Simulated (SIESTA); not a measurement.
## YAl2N3 under changes of volume

One of the cells (12.419 Å³/atom); the others are scaled copies at fixed shape and fractional positions:

```
Y Al N
1.0
     5.05916   -2.87239    0.00000
     5.05916    2.87239    0.00000
     0.00000    0.00000    5.12747
Y Al N
2 4 6
Direct
  0.69242 0.30757 0.96526
  0.30757 0.69242 0.46526
  0.34058 0.01026 0.98975
  0.98974 0.65942 0.98975
  0.65942 0.98974 0.48975
  0.01026 0.34058 0.48975
  0.71016 0.28984 0.43380
  0.28984 0.71016 0.93380
  0.33172 0.05595 0.35472
  0.94405 0.66828 0.35472
  0.66828 0.94405 0.85472
  0.05595 0.33172 0.85472
```

The cell comes from a database or a generator and needn't be the stable form of this composition.

* Program: SIESTA 5.4.2
* Functional: LDA
* Potentials or basis: PseudoDojo 0.4 standard (LDA files)
* Basis: DZP (energy shift 0.003 Ry; two zetas on semicore shells)
* Grid cutoff: 800 Ry
* Energy shift: 0.003 Ry
* k mesh: 4 × 4 × 4
* Occupations: fermi-dirac, width 0.05 eV
* Spin: no spin polarisation

```tsv
volume (Å³/atom)	energy over the lowest point (meV/atom)	pressure (GPa)	largest force (eV/Å)
11.912	?	?	?
12.165	0.00	0.1	0.051
12.419	2.80	-3.5	0.042
12.672	10.99	-6.8	0.059
12.926	24.04	-9.7	0.090
```

Problem. What does the run at 11.912 Å³/atom give?

Solution. Energy over the lowest point 3.16 meV/atom; pressure 4.0 GPa; largest force 0.075 eV/Å.

Worked out: A Birch-Murnaghan fit of order 2 (a polynomial in V^(-2/3)) to the other rows has its minimum at 12.17 Å³/atom with B0 = V·E''(V) = 181 GPa at fixed shape and positions, which overstates the stiffness. It gives 3.15 meV/atom at 11.912 Å³/atom, against the run's 3.16, and -dE/dV = 4.0 GPa, against 4.0.

Energies are extrapolated to zero smearing.

Caveats: the basis of atomic orbitals isn't converged, which shifts pressures, moduli and gaps.
